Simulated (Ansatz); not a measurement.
TaV:

```
CELL_PARAMETERS angstrom
1.60670 -2.30777 0.00000
1.60670 2.30777 0.00000
0.00000 0.00000 4.34136
ATOMIC_POSITIONS crystal
Ta 0.00000 0.00000 0.00000
V 0.50000 0.50000 0.50000
```

The cell comes from a database or a generator and needn't be the stable form of this composition.

Base run:

| Property | Result |
| --- | --- |
| Program | Ansatz 0.2.0 |
| Functional | PBE |
| Potentials or basis | Ansatz PAW |
| Cutoff | 420 eV (not typed: the program's choice for these potentials) |
| k mesh | 8 × 8 × 5 |
| Occupations | fermi-dirac, width 0.05 eV |
| Spin | collinear spin, ferromagnetic start |
| Starting moments | [0.0, 2.5] μB |
| Fixed moment | 2.5 μB |

Its results: pressure 7.9 GPa; site moments Ta +0.29; V +1.60 μB.

After a change of settings the same cell gave: pressure 0.7 GPa; site moments Ta +0.06; V +0.72 μB. Which change was it?
A. fixed moment from 2.5 μB to 0.5 μB; moments at the start from [0.0, 2.5] to [0.0, 0.5]
B. fixed moment from 2.5 μB to 3 μB; moments at the start from [0.0, 2.5] to [0.0, 3.0]
C. fixed moment from 2.5 μB to 1 μB; moments at the start from [0.0, 2.5] to [0.0, 1.0]
D. fixed moment from 2.5 μB to 1.5 μB; moments at the start from [0.0, 2.5] to [0.0, 1.5]

C.

Caveats: the total moment is fixed, so each spin has its own Fermi level; the thresholds are loose for stress.
